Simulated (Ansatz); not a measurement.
Write a Python script for Ansatz 0.2.0 through its Python package that makes a band structure of NaAg3, space group Pm-3m. Level of theory: r2SCAN, PAW, cutoff 571 eV, 3×3×3 k-points, Fermi-Dirac smearing of 0.02 eV.

```cif
data_structure
_symmetry_space_group_name_H-M 'P 1'
_symmetry_Int_Tables_number 1
_cell_length_a 4.2442
_cell_length_b 4.2442
_cell_length_c 4.2442
_cell_angle_alpha 90.000
_cell_angle_beta 90.000
_cell_angle_gamma 90.000
_cell_volume 76.45
loop_
_atom_site_label
_atom_site_type_symbol
_atom_site_fract_x
_atom_site_fract_y
_atom_site_fract_z
_atom_site_occupancy
Na1 Na 0.00000 0.00000 0.00000 1
Ag1 Ag 0.00000 0.50000 0.50000 1
Ag2 Ag 0.50000 0.00000 0.50000 1
Ag3 Ag 0.50000 0.50000 0.00000 1
```

Script `run_bands.py`:
```python
"""Band structure of NaAg3."""

import warnings

import ansatz as az
import numpy as np

warnings.simplefilter("ignore", az.DeckWarning)

cell = (
    az.Lattice.of((4.244194, 0.0, 0.0), (0.0, 4.244194, 0.0), (0.0, 0.0, 4.244194))
    .atom("Na", (0.0, 0.0, 0.0))
    .atom("Ag", (0.0, 0.5, 0.5))
    .atom("Ag", (0.5, 0.0, 0.5))
    .atom("Ag", (0.5, 0.5, 0.0))
)

# high-symmetry points in fractions of the reciprocal vectors
path = [
    ("G", (0.0, 0.0, 0.0)),
    ("X", (0.0, 0.5, 0.0)),
    ("M", (0.5, 0.5, 0.0)),
    ("G", (0.0, 0.0, 0.0)),
    ("R", (0.5, 0.5, 0.5)),
    ("X", (0.0, 0.5, 0.0)),
]
setup = (
    cell.calculation()
    .functional("r2SCAN")
    .basis(21 * az.Ha, density_ratio=8)
    .accuracy("low")
    .kpoints(spacing=0.52)
    .occupations("Fermi-Dirac", width=0.02)
    .scf(tolerance=1e-05, extra_bands=16, algorithm="direct_min")
    .band_structure([point for _, point in path], intervals=4)
    .scf(extra_bands=8)
    .bader_charges()
)
res = setup.run()
data = res.report

n_atoms = len(data["lattice"]["sites"])
print("F =", round(data["free_energy_ev"], 4), "eV for", n_atoms, "atoms")
print("E(sigma -> 0) =", round(data["energy_sigma0_ev"], 4), "eV, TS =", round(data["entropy_ts_ev"], 5), "eV")
print("closed by", data["closed_by"], "after", data["n_iterations"], "iterations")

charges = res.bader_charges()
for atom in charges.atoms:
    print(f"Bader charge {atom.symbol:2s} {atom.partial_charge_e:+.3f} e")

bands = res.band_structure()
fermi = bands.fermi_energy_ev
for spin, channel in enumerate(bands.channels):
    print("channel", spin, "- computed levels within 4 eV of the Fermi level")
    for i, (label, _) in enumerate(path):
        levels = channel.eigenvalues_ev[i * 4] - fermi
        print(f"  {label:3s}", " ".join(f"{e:7.3f}" for e in levels if abs(e) < 4))
```

```console
$ python run_bands.py
F = -24299.934 eV for 4 atoms
E(sigma -> 0) = -24299.929 eV, TS = 0.01 eV
closed by deck_thresholds after 4 iterations
Bader charge Na +0.774 e
Bader charge Ag -0.258 e
Bader charge Ag -0.258 e
Bader charge Ag -0.258 e
channel 0 - computed levels within 4 eV of the Fermi level
  G    -3.619  -3.619  -3.295  -3.039  -3.039  -3.039   2.399   2.399   2.399
  X    -3.897  -3.578  -3.530  -3.192  -3.038
  M    -3.895  -3.864  -1.971  -0.346  -0.346   0.137
  G    -3.619  -3.619  -3.295  -3.039  -3.039  -3.039   2.399   2.399   2.399
  R    -3.932  -3.932  -3.234  -3.234  -3.234   0.084   0.682   0.682   0.682   2.299   2.299   2.299
  X    -3.897  -3.578  -3.530  -3.192  -3.038
```

Notes:
- These settings explore the input space; cutoff and mesh may be short of convergence.
- For a metal this mesh is far too coarse, so the numbers only illustrate the procedure.
- This cell is a computed structure, which may not be the phase found in nature.
- Levels are Kohn-Sham eigenvalues on this mesh, without spin-orbit coupling.
- Run time: 34 s on 1 thread of Arm Neoverse N1 (shared host), peak memory 0.55 GiB.

(Lines on the test bed's own set-up are left out of the output.)
